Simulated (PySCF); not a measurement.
# Co, Co+: ionisation energy in cc-pVTZ

Aim: the ionisation energy of cobalt from differences of total energies, at each level of theory, and how far each lands from the tabulated value where there is one.

Method: unrestricted determinants in a Gaussian basis, no spin-orbit coupling in the energies. Code: PySCF 2.14.0.

### 1 The system

```
Element                                   : cobalt (Z = 27)
Basis                                     : cc-pVTZ (7s6p4d2f1g, 68 functions)
Hamiltonian                               : no relativity, point nucleus
State 1                                   : Co: [Ar] 3d7 4s2, high-spin 4F determinant
State 2                                   : Co+: [Ar] 3d8, high-spin 3F determinant
Methods                                   : UHF, LDA, r2SCAN, MP2
Core shells frozen in the correlated runs : valence: [Ar] (for Co)
```

The outer shells:

Co [Ar] 3d7 4s2
```
[Ar] core
3d [↑↓][↑↓][↑ ][↑ ][↑ ]
4s [↑↓]
```

Co+ [Ar] 3d8
```
[Ar] core
3d [↑↓][↑↓][↑↓][↑ ][↑ ]
```

One driver process ran all states and methods and kept the integrals in memory. Each run is shown as a PySCF script that sums up its settings (the driver passes frozen orbitals as a list and adds second-order terms of double hybrids); the logs are those of the runs themselves. The driver starts from symmetry-adapted Hartree-Fock orbitals, holds the occupation by maximum overlap and uses a logarithmic radial grid for functionals, so a plain start would take other cycles.

The driver's launch:

```bash
OMP_NUM_THREADS=1 python atomrun2.py TASK.json OUT
```

The integrals over 68 functions and the set-up took 1.5 s of CPU time.

### 2 Co

Level: UHF.

File input.py:

```python
from pyscf import gto, scf, dft, mp, cc
import basis_set_exchange as bse
mol = gto.M(atom="Co 0 0 0", charge=0, spin=3, symmetry="D2h",
            basis=gto.basis.parse(bse.get_basis("cc-pVTZ", elements=["Co"], fmt="nwchem", header=False)))
mf = scf.UHF(mol)
mf.irrep_nelec = {'Ag': (6, 5), 'B1g': (1, 1), 'B2g': (1, 0), 'B3g': (1, 0), 'B1u': (2, 2), 'B2u': (2, 2), 'B3u': (2, 2)}
mf.kernel()
```

Output:

```text
damping factor = 0
level_shift factor = 0
DIIS = <class 'pyscf.scf.diis.CDIIS'>
diis_start_cycle = 1
diis_space = 10
diis_damp = 0
SCF conv_tol = 1e-09
SCF conv_tol_grad = None
number electrons alpha = 15  beta = 12
cycle= 1 E= -1381.42495519336  delta_E= -0.0076  |g|= 0.0354  |ddm|= 0.0354
cycle= 2 E= -1381.42512765459  delta_E= -0.000172  |g|= 0.00618  |ddm|= 0.00753
cycle= 3 E= -1381.42513571147  delta_E= -8.06e-06  |g|= 0.00187  |ddm|= 0.00592
cycle= 4 E= -1381.42513657275  delta_E= -8.61e-07  |g|= 0.000676  |ddm|= 0.0028
cycle= 5 E= -1381.42513694114  delta_E= -3.68e-07  |g|= 0.000121  |ddm|= 0.00115
cycle= 6 E= -1381.42513695202  delta_E= -1.09e-08  |g|= 2.07e-05  |ddm|= 0.000374
cycle= 7 E= -1381.42513695259  delta_E= -5.66e-10  |g|= 4.28e-06  |ddm|= 0.000135
converged SCF energy = -1381.42513695259  <S^2> = 3.7599036  2S+1 = 4.0049487
```

Time after the integrals: 0.8 s (1 thread of Neoverse-N1, shared host).

The occupied shells:

| shell | electrons | mean orbital energy (eV) | spread (eV) | rms radius (bohr) |
| --- | --- | --- | --- | --- |
| 1s α | 1 | -7702.6 | 0 | 0.0659 |
| 1s β | 1 | -7702.5 | 0 | 0.0659 |
| 2s α | 1 | -950.22 | 0 | 0.279 |
| 2s β | 1 | -947.40 | 0 | 0.279 |
| 2p α | 3 | -820.98 | 0 | 0.250 |
| 2p β | 3 | -818.23 | 0 | 0.250 |
| 3s α | 1 | -126.95 | 0 | 0.840 |
| 3s β | 1 | -119.30 | 0 | 0.840 |
| 3p α | 3 | -86.451 | 0 | 0.894 |
| 3p β | 3 | -77.238 | 0 | 0.894 |
| 3d α | 5 | -19.556 | 1.446 | 1.16 |
| 3d β | 2 | -15.843 | 0 | 1.16 |
| 4s α | 1 | -7.645 | 0 | 3.41 |
| 4s β | 1 | -6.949 | 0 | 3.41 |

⟨S²⟩ = 3.760, ⟨L²⟩ = 12.03.

Level: LDA.

input.py, as changed from the run before:

```diff
@@ -4,3 +4,3 @@
             basis=gto.basis.parse(bse.get_basis("cc-pVTZ", elements=["Co"], fmt="nwchem", header=False)))
-mf = scf.UHF(mol)
+mf = dft.UKS(mol, xc="LDA,VWN")
 mf.irrep_nelec = {'Ag': (6, 5), 'B1g': (1, 1), 'B2g': (1, 0), 'B3g': (1, 0), 'B1u': (2, 2), 'B2u': (2, 2), 'B3u': (2, 2)}
```

Output:

```text
damping factor = 0
level_shift factor = 0
DIIS = <class 'pyscf.scf.diis.CDIIS'>
diis_start_cycle = 1
diis_space = 10
diis_damp = 0
SCF conv_tol = 1e-09
SCF conv_tol_grad = None
number electrons alpha = 15  beta = 12
XC functionals = LDA,VWN
    P. A. M. Dirac.,  Math. Proc. Cambridge Philos. Soc. 26, 376 (1930)
    F. Bloch.,  Z. Phys. 57, 545 (1929)
    S. H. Vosko, L. Wilk, and M. Nusair.,  Can. J. Phys. 58, 1200 (1980)
cycle= 1 E= -1380.15091070723  delta_E= -0.0222  |g|= 0.236  |ddm|= 1.22
cycle= 2 E= -1380.12011206209  delta_E= 0.0308  |g|= 0.491  |ddm|= 0.536
cycle= 3 E= -1380.16136643412  delta_E= -0.0413  |g|= 0.0181  |ddm|= 0.431
cycle= 4 E= -1380.16144260108  delta_E= -7.62e-05  |g|= 0.00166  |ddm|= 0.0111
cycle= 5 E= -1380.16144336817  delta_E= -7.67e-07  |g|= 8.43e-05  |ddm|= 0.00131
cycle= 6 E= -1380.16144337132  delta_E= -3.15e-09  |g|= 5.2e-06  |ddm|= 0.000144
cycle= 7 E= -1380.16144337133  delta_E= -1.23e-11  |g|= 2.39e-07  |ddm|= 9.56e-06
converged SCF energy = -1380.16144337133  <S^2> = 3.755772  2S+1 = 4.002885
```

It took 1.3 s on 1 thread of Neoverse-N1, shared host, the integrals not counted.

Level: r2SCAN.

input.py, as changed from the run before:

```diff
@@ -4,3 +4,3 @@
             basis=gto.basis.parse(bse.get_basis("cc-pVTZ", elements=["Co"], fmt="nwchem", header=False)))
-mf = dft.UKS(mol, xc="LDA,VWN")
+mf = dft.UKS(mol, xc="R2SCAN")
 mf.irrep_nelec = {'Ag': (6, 5), 'B1g': (1, 1), 'B2g': (1, 0), 'B3g': (1, 0), 'B1u': (2, 2), 'B2u': (2, 2), 'B3u': (2, 2)}
```

Output:

```text
damping factor = 0
level_shift factor = 0
DIIS = <class 'pyscf.scf.diis.CDIIS'>
diis_start_cycle = 1
diis_space = 10
diis_damp = 0
SCF conv_tol = 1e-09
SCF conv_tol_grad = None
number electrons alpha = 15  beta = 12
XC functionals = R2SCAN
    J. W. Furness, A. D. Kaplan, J. Ning, J. P. Perdew, and J. Sun.,  J. Phys. Chem. Lett. 11, 8208-8215 (2020)
    J. W. Furness, A. D. Kaplan, J. Ning, J. P. Perdew, and J. Sun.,  J. Phys. Chem. Lett. 11, 9248-9248 (2020)
    J. W. Furness, A. D. Kaplan, J. Ning, J. P. Perdew, and J. Sun.,  J. Phys. Chem. Lett. 11, 8208-8215 (2020)
    J. W. Furness, A. D. Kaplan, J. Ning, J. P. Perdew, and J. Sun.,  J. Phys. Chem. Lett. 11, 9248-9248 (2020)
cycle= 1 E= -1382.71695831343  delta_E= -0.0156  |g|= 0.144  |ddm|= 0.678
cycle= 2 E= -1382.70785688924  delta_E= 0.0091  |g|= 0.275  |ddm|= 0.352
cycle= 3 E= -1382.72102030368  delta_E= -0.0132  |g|= 0.00745  |ddm|= 0.239
cycle= 4 E= -1382.72103617641  delta_E= -1.59e-05  |g|= 0.00185  |ddm|= 0.0191
cycle= 5 E= -1382.7210369961  delta_E= -8.2e-07  |g|= 7.79e-05  |ddm|= 0.00584
cycle= 6 E= -1382.72103700872  delta_E= -1.26e-08  |g|= 1.09e-05  |ddm|= 0.00196
cycle= 7 E= -1382.72103700917  delta_E= -4.53e-10  |g|= 2.74e-06  |ddm|= 0.000391
converged SCF energy = -1382.72103700917  <S^2> = 3.7589942  2S+1 = 4.0044946
```

Time after the integrals: 4.7 s (1 thread of Neoverse-N1, shared host).

Level: MP2 (valence).

File input.py:

```python
from pyscf import gto, scf, dft, mp, cc
import basis_set_exchange as bse
mol = gto.M(atom="Co 0 0 0", charge=0, spin=3, symmetry="D2h",
            basis=gto.basis.parse(bse.get_basis("cc-pVTZ", elements=["Co"], fmt="nwchem", header=False)))
mf = scf.UHF(mol)
mf.irrep_nelec = {'Ag': (6, 5), 'B1g': (1, 1), 'B2g': (1, 0), 'B3g': (1, 0), 'B1u': (2, 2), 'B2u': (2, 2), 'B3u': (2, 2)}
mf.kernel()
mp.UMP2(mf, frozen=9).kernel()
```

No log was kept for this step.

It took 0.24 s on 1 thread of Neoverse-N1, shared host, the integrals not counted.

With 9 electrons correlated, the MP2 correlation energy is -0.24614 hartree (-0.09643 same spin, -0.14971 opposite spin); the SCS form gives -0.21179. Largest pairs of shells: 3d-3d -0.1894, 3d-4s -0.0348, 4s-4s -0.0219.

Radial density 4πr²ρ of Co at UHF:

| r (bohr) | density | spin density |
| --- | --- | --- |
| 0.000997 | 0.158 | 0.000 |
| 0.00168 | 0.431 | 0.000 |
| 0.00282 | 1.15 | 0.000 |
| 0.00474 | 2.93 | 0.000 |
| 0.00798 | 6.95 | 0.000 |
| 0.0134 | 14.7 | 0.001 |
| 0.0226 | 25.5 | 0.001 |
| 0.0380 | 32.4 | 0.002 |
| 0.0639 | 28.0 | 0.005 |
| 0.107 | 27.2 | 0.036 |
| 0.181 | 36.6 | 0.233 |
| 0.304 | 21.3 | 1.091 |
| 0.511 | 16.1 | 2.703 |
| 0.860 | 15.6 | 2.690 |
| 1.45 | 4.15 | 1.007 |
| 2.43 | 1.11 | 0.139 |
| 4.09 | 0.366 | -0.019 |
| 6.88 | 0.0275 | -0.005 |
| 11.6 | 0.000108 | 0.000 |

### 3 Co+: the ladder of methods

Level: UHF.

File input.py:

```python
from pyscf import gto, scf, dft, mp, cc
import basis_set_exchange as bse
mol = gto.M(atom="Co 0 0 0", charge=1, spin=2, symmetry="D2h",
            basis=gto.basis.parse(bse.get_basis("cc-pVTZ", elements=["Co"], fmt="nwchem", header=False)))
mf = scf.UHF(mol)
mf.irrep_nelec = {'Ag': (5, 3), 'B1g': (1, 1), 'B2g': (1, 1), 'B3g': (1, 1), 'B1u': (2, 2), 'B2u': (2, 2), 'B3u': (2, 2)}
mf.kernel()
```

Output:

```text
damping factor = 0
level_shift factor = 0
DIIS = <class 'pyscf.scf.diis.CDIIS'>
diis_start_cycle = 1
diis_space = 10
diis_damp = 0
SCF conv_tol = 1e-09
SCF conv_tol_grad = None
number electrons alpha = 14  beta = 12
cycle= 1 E= -1381.13650063645  delta_E= -0.00684  |g|= 0.0327  |ddm|= 0.034
cycle= 2 E= -1381.13664945731  delta_E= -0.000149  |g|= 0.00588  |ddm|= 0.00676
cycle= 3 E= -1381.13665646184  delta_E= -7e-06  |g|= 0.00312  |ddm|= 0.00627
cycle= 4 E= -1381.13665834246  delta_E= -1.88e-06  |g|= 0.000812  |ddm|= 0.00372
cycle= 5 E= -1381.13665908966  delta_E= -7.47e-07  |g|= 0.000187  |ddm|= 0.00126
cycle= 6 E= -1381.13665912199  delta_E= -3.23e-08  |g|= 3.67e-05  |ddm|= 0.000345
cycle= 7 E= -1381.1366591231  delta_E= -1.11e-09  |g|= 6.24e-06  |ddm|= 7.87e-05
cycle= 8 E= -1381.13665912313  delta_E= -3.59e-11  |g|= 6.68e-07  |ddm|= 9.61e-06
converged SCF energy = -1381.13665912313  <S^2> = 2.0052085  2S+1 = 3.0034703
```

It took 0.73 s on 1 thread of Neoverse-N1, shared host, the integrals not counted.

The occupied shells:

| shell | electrons | mean orbital energy (eV) | spread (eV) | rms radius (bohr) |
| --- | --- | --- | --- | --- |
| 1s α | 1 | -7705.0 | 0 | 0.0659 |
| 1s β | 1 | -7705.0 | 0 | 0.0659 |
| 2s α | 1 | -951.26 | 0 | 0.279 |
| 2s β | 1 | -949.50 | 0 | 0.279 |
| 2p α | 3 | -822.21 | 0 | 0.250 |
| 2p β | 3 | -820.49 | 0 | 0.250 |
| 3s α | 1 | -127.58 | 0 | 0.847 |
| 3s β | 1 | -122.65 | 0 | 0.847 |
| 3p α | 3 | -87.353 | 0 | 0.904 |
| 3p β | 3 | -81.396 | 0 | 0.904 |
| 3d α | 5 | -20.987 | 1.388 | 1.26 |
| 3d β | 3 | -18.532 | 0 | 1.26 |

⟨S²⟩ = 2.005, ⟨L²⟩ = 12.03.

Level: LDA.

input.py, as changed from the run before:

```diff
@@ -4,3 +4,3 @@
             basis=gto.basis.parse(bse.get_basis("cc-pVTZ", elements=["Co"], fmt="nwchem", header=False)))
-mf = scf.UHF(mol)
+mf = dft.UKS(mol, xc="LDA,VWN")
 mf.irrep_nelec = {'Ag': (5, 3), 'B1g': (1, 1), 'B2g': (1, 1), 'B3g': (1, 1), 'B1u': (2, 2), 'B2u': (2, 2), 'B3u': (2, 2)}
```

Output:

```text
damping factor = 0
level_shift factor = 0
DIIS = <class 'pyscf.scf.diis.CDIIS'>
diis_start_cycle = 1
diis_space = 10
diis_damp = 0
SCF conv_tol = 1e-09
SCF conv_tol_grad = None
number electrons alpha = 14  beta = 12
XC functionals = LDA,VWN
    P. A. M. Dirac.,  Math. Proc. Cambridge Philos. Soc. 26, 376 (1930)
    F. Bloch.,  Z. Phys. 57, 545 (1929)
    S. H. Vosko, L. Wilk, and M. Nusair.,  Can. J. Phys. 58, 1200 (1980)
cycle= 1 E= -1379.86732069788  delta_E= -0.00239  |g|= 0.331  |ddm|= 1.28
cycle= 2 E= -1379.76590378756  delta_E= 0.101  |g|= 0.866  |ddm|= 0.578
cycle= 3 E= -1379.88903220149  delta_E= -0.123  |g|= 0.0744  |ddm|= 0.582
cycle= 4 E= -1379.8902346794  delta_E= -0.0012  |g|= 0.00273  |ddm|= 0.0376
cycle= 5 E= -1379.89023593763  delta_E= -1.26e-06  |g|= 0.000278  |ddm|= 0.00143
cycle= 6 E= -1379.89023595303  delta_E= -1.54e-08  |g|= 3.46e-05  |ddm|= 0.000141
cycle= 7 E= -1379.89023595325  delta_E= -2.17e-10  |g|= 1.31e-06  |ddm|= 1.41e-05
converged SCF energy = -1379.89023595325  <S^2> = 2.0021571  2S+1 = 3.0014377
```

It took 1.3 s on 1 thread of Neoverse-N1, shared host, the integrals not counted.

Level: r2SCAN.

input.py, as changed from the run before:

```diff
@@ -4,3 +4,3 @@
             basis=gto.basis.parse(bse.get_basis("cc-pVTZ", elements=["Co"], fmt="nwchem", header=False)))
-mf = dft.UKS(mol, xc="LDA,VWN")
+mf = dft.UKS(mol, xc="R2SCAN")
 mf.irrep_nelec = {'Ag': (5, 3), 'B1g': (1, 1), 'B2g': (1, 1), 'B3g': (1, 1), 'B1u': (2, 2), 'B2u': (2, 2), 'B3u': (2, 2)}
```

Output:

```text
damping factor = 0
level_shift factor = 0
DIIS = <class 'pyscf.scf.diis.CDIIS'>
diis_start_cycle = 1
diis_space = 10
diis_damp = 0
SCF conv_tol = 1e-09
SCF conv_tol_grad = None
number electrons alpha = 14  beta = 12
XC functionals = R2SCAN
    J. W. Furness, A. D. Kaplan, J. Ning, J. P. Perdew, and J. Sun.,  J. Phys. Chem. Lett. 11, 8208-8215 (2020)
    J. W. Furness, A. D. Kaplan, J. Ning, J. P. Perdew, and J. Sun.,  J. Phys. Chem. Lett. 11, 9248-9248 (2020)
    J. W. Furness, A. D. Kaplan, J. Ning, J. P. Perdew, and J. Sun.,  J. Phys. Chem. Lett. 11, 8208-8215 (2020)
    J. W. Furness, A. D. Kaplan, J. Ning, J. P. Perdew, and J. Sun.,  J. Phys. Chem. Lett. 11, 9248-9248 (2020)
cycle= 1 E= -1382.44374715149  delta_E= -0.00721  |g|= 0.163  |ddm|= 0.705
cycle= 2 E= -1382.42190383068  delta_E= 0.0218  |g|= 0.404  |ddm|= 0.271
cycle= 3 E= -1382.44928088073  delta_E= -0.0274  |g|= 0.0307  |ddm|= 0.26
cycle= 4 E= -1382.44947718912  delta_E= -0.000196  |g|= 0.00112  |ddm|= 0.0123
cycle= 5 E= -1382.44947760886  delta_E= -4.2e-07  |g|= 8.47e-05  |ddm|= 0.000955
cycle= 6 E= -1382.44947761369  delta_E= -4.83e-09  |g|= 1.32e-05  |ddm|= 0.000168
cycle= 7 E= -1382.44947761373  delta_E= -4.14e-11  |g|= 6.98e-07  |ddm|= 1.52e-05
converged SCF energy = -1382.44947761373  <S^2> = 2.0018379  2S+1 = 3.001225
```

It took 4.7 s on 1 thread of Neoverse-N1, shared host, the integrals not counted.

Level: MP2 (valence).

File input.py:

```python
from pyscf import gto, scf, dft, mp, cc
import basis_set_exchange as bse
mol = gto.M(atom="Co 0 0 0", charge=1, spin=2, symmetry="D2h",
            basis=gto.basis.parse(bse.get_basis("cc-pVTZ", elements=["Co"], fmt="nwchem", header=False)))
mf = scf.UHF(mol)
mf.irrep_nelec = {'Ag': (5, 3), 'B1g': (1, 1), 'B2g': (1, 1), 'B3g': (1, 1), 'B1u': (2, 2), 'B2u': (2, 2), 'B3u': (2, 2)}
mf.kernel()
mp.UMP2(mf, frozen=9).kernel()
```

No log was kept for this step.

It took 0.23 s on 1 thread of Neoverse-N1, shared host, the integrals not counted.

With 8 electrons correlated, the MP2 correlation energy is -0.28126 hartree (-0.10587 same spin, -0.17539 opposite spin); the SCS form gives -0.24576. Largest pairs of shells: 3d-3d -0.2813.

Radial density 4πr²ρ of Co+ at UHF:

| r (bohr) | density | spin density |
| --- | --- | --- |
| 0.000997 | 0.158 | 0.000 |
| 0.00168 | 0.431 | 0.000 |
| 0.00282 | 1.15 | 0.000 |
| 0.00474 | 2.92 | 0.000 |
| 0.00798 | 6.95 | 0.000 |
| 0.0134 | 14.7 | 0.000 |
| 0.0226 | 25.5 | 0.000 |
| 0.0380 | 32.4 | 0.000 |
| 0.0639 | 28.0 | 0.003 |
| 0.107 | 27.2 | 0.021 |
| 0.181 | 36.5 | 0.143 |
| 0.304 | 21.4 | 0.687 |
| 0.511 | 16.1 | 1.705 |
| 0.860 | 16.0 | 1.750 |
| 1.45 | 4.51 | 0.695 |
| 2.43 | 0.604 | 0.089 |
| 4.09 | 0.0280 | 0.000 |
| 6.88 | 0.000269 | 0.000 |

### 4 Orbital energies side by side

Highest occupied Hartree-Fock shell of each state: Co 4s β at -6.949 eV; Co+ 3d β at -18.532 eV.

### 5 The energy differences

Ionisation energy: Co [Ar] 3d7 4s2 (4F) → Co+ [Ar] 3d8 (3F).

| method | value (eV) | less the reference (eV) | CPU time, both states (s) |
| --- | --- | --- | --- |
| UHF | 7.850 | -0.019 | 1.5 |
| LDA | 7.380 | -0.489 | 2.6 |
| r2SCAN | 7.390 | -0.480 | 9.4 |
| MP2 (valence) | 6.894 | -0.975 | 2 |
| SCS-MP2 (valence) | 6.926 | -0.943 | 2 |

Reference: 7.869 eV (measured; NIST levels, between the centres of gravity of the two terms). The calculation is non-relativistic, which matters at this Z. Errors of the correlated levels include the incompleteness of this basis.

Times are CPU seconds on a shared host without the integrals; correlated rows include their Hartree-Fock run, whose time holds the symmetry-adapted start and any spin-orbit constants, while functionals begin from orbitals already made.

### 6 What came out

| quantity | value |
| --- | --- |
| ionisation energy, Co | UHF 7.850, MP2 (valence) 6.894 eV; reference 7.869 |

What this shows: The methods span 0.956 eV, from MP2 (valence) (6.894) to UHF (7.850). The reference is uncertain or not like for like (spin-orbit coupling or other relativistic terms), so no ranking of close methods is drawn. The basis is finite, and no extrapolation was made.
